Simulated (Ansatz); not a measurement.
# BCl2S: the cost of one run

Method: MP2 on unrestricted Hartree-Fock, Gaussian basis def2-TZVPP, and further levels as typed in the inputs, in Ansatz 0.2.0.

### Step 1. Starting point

Bond lengths: B1–S2 1.780 Å, B1–Cl3 1.750 Å, B1–Cl4 1.750 Å. Angles: S2–B1–Cl3 121.0°, S2–B1–Cl4 121.0°, Cl3–B1–Cl4 118.0°.

As a file:

```xyz
4

B     0.0000    0.0000    0.0000
S     0.0000    0.0000    1.7800
Cl    0.0000    1.5000   -0.9013
Cl    0.0000   -1.5000   -0.9013
```

### Step 2. Relaxing the atoms: BCl2S

Contents of input.yaml:

```yaml
relax:
  f_tol: 0.001
  max_steps: 200
crystal:
  periodic: [false, false, false]
  atoms:
    - { symbol: B, position_ang: [0.0, 0.0, 0.0] }
    - { symbol: S, position_ang: [0.0, 0.0, 1.78] }
    - { symbol: Cl, position_ang: [0.0, 1.500043, -0.901317] }
    - { symbol: Cl, position_ang: [0.0, -1.500043, -0.901317] }
magnetization:
  spin_polarized: true
  initial_magnetization: 1
basis:
  gaussian: { orbitals: def2-TZVPP }
hamiltonian:
  xc: hf
correlation:
  method: mp2
```

Command:

```sh
> ansatz run input.yaml --threads 8 --pin off --max-ram 12288MiB --backend cpu --events-out ev --progress --plain --runs-dir out
```

**Question.** How long does this run take on 8 threads of Arm Neoverse N1, shared host, and how much memory does it need?

About 38 s, with a peak of 0.79 GiB.
